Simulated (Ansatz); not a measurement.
# CH3OSSi: the cost of one run

Method: RKS PBE-D4/def2-SVP, in Ansatz 0.2.0.

## (1) The structure to begin with

Bond lengths: C1–Si2 1.764 Å, Si2–O3 1.527 Å, Si2–S4 2.265 Å, C1–H5 1.083 Å, C1–H6 1.080 Å, S4–H7 1.323 Å. Angles: C1–Si2–O3 144.3°, C1–Si2–S4 106.2°, O3–Si2–S4 108.9°, Si2–C1–H5 119.5°, Si2–C1–H6 121.3°, H5–C1–H6 114.6°, Si2–S4–H7 92.2°.

As a file:

```xyz
7

C    -0.7002    1.0571    0.7212
Si    0.4847   -0.1702    0.2732
O     1.8690   -0.7313    0.5907
S    -0.2389   -1.0654   -1.6780
H    -0.6401    1.5268    1.6950
H    -1.6811    1.0814    0.2706
H     0.9066   -1.6983   -1.8727
```

## (2) End point A

Input file input.yaml:

```yaml
crystal:
  periodic: [false, false, false]
  atoms:
    - { symbol: C, position_ang: [-0.70017, 1.05706, 0.72118] }
    - { symbol: Si, position_ang: [0.48473, -0.17017, 0.27317] }
    - { symbol: O, position_ang: [1.86902, -0.73134, 0.59071] }
    - { symbol: S, position_ang: [-0.23892, -1.0654, -1.67798] }
    - { symbol: H, position_ang: [-0.64015, 1.52682, 1.69503] }
    - { symbol: H, position_ang: [-1.68112, 1.08137, 0.27058] }
    - { symbol: H, position_ang: [0.90662, -1.69833, -1.87268] }
total_charge: -1
basis:
  gaussian: { orbitals: def2-SVP }
hamiltonian:
  xc: pbe
  dispersion: d4
relax:
  f_tol: 0.02
  max_steps: 50
```

Command:

```bash
$ ansatz run input.yaml --threads 1 --pin off --max-ram 2048MiB --backend cpu --events-out ev --progress --plain --runs-dir out
```

**Question.** How long does this run take on 1 thread of an x86-64 CPU, shared host, and how much memory does it need?

About 16 s, with a peak of 0.17 GiB.
